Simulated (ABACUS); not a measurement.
# NaTb2Sc2FeO9 in ABACUS: the effect of functional

The system is NaTb2Sc2FeO9.

```
CELL_PARAMETERS angstrom
3.86027 0.00000 0.00000
0.00000 3.86027 0.00000
0.00000 0.00000 12.40604
ATOMIC_POSITIONS crystal
Tb 0.00000 0.00000 0.82102
Tb 0.00000 0.00000 0.17898
Fe 0.50000 0.50000 0.00000
Sc 0.50000 0.50000 0.33749
Sc 0.50000 0.50000 0.66251
Na 0.00000 0.00000 0.50000
O 0.00000 0.50000 0.00000
O 0.50000 0.00000 0.00000
O 0.50000 0.50000 0.85767
O 0.50000 0.50000 0.14233
O 0.00000 0.50000 0.28790
O 0.00000 0.50000 0.71210
O 0.50000 0.00000 0.28790
O 0.50000 0.00000 0.71210
O 0.50000 0.50000 0.50000
```

The cell was built by a generator and needn't be a form met in nature.

Alike in all runs:

- Program: ABACUS 3.10.1
- Task: single point
- Potentials or basis: PseudoDojo NC SR 0.4.1 PBE standard, lanthanides 3+ (f in core)
- Cutoff: 1361 eV
- Density cutoff: 5442 eV
- Basis: DZP LCAO (the cutoffs set its grid)
- k mesh: 7 × 7 × 3
- Occupations: fermi-dirac, width 0.05 eV
- Spin: collinear spin, ferromagnetic start
- Starting moments: [0.0, 0.0, 3.0, 0.0, 0.0, 0.0, 0.0, 0.0, 0.0, 0.0, 0.0, 0.0, 0.0, 0.0, 0.0] μB

| functional | moment (μB) | largest force (eV/Å) |
| --- | --- | --- |
| LDA | 3.59 | 0.20 |
| PBE | ? | ? |
| PBEsol | 3.67 | 0.12 |
| AM05 | 3.66 | 0.14 |
| RPBE | 3.68 | 0.24 |

What does the run with functional PBE give?

Moment 3.68 μB; largest force 0.18 eV/Å.

Caveats: the atomic orbitals were generated for these runs and aren't a published set; the magnetic or orbital state may not be the lowest; a cell with one magnetic atom can't hold antiferromagnetic order, which such compounds often take.
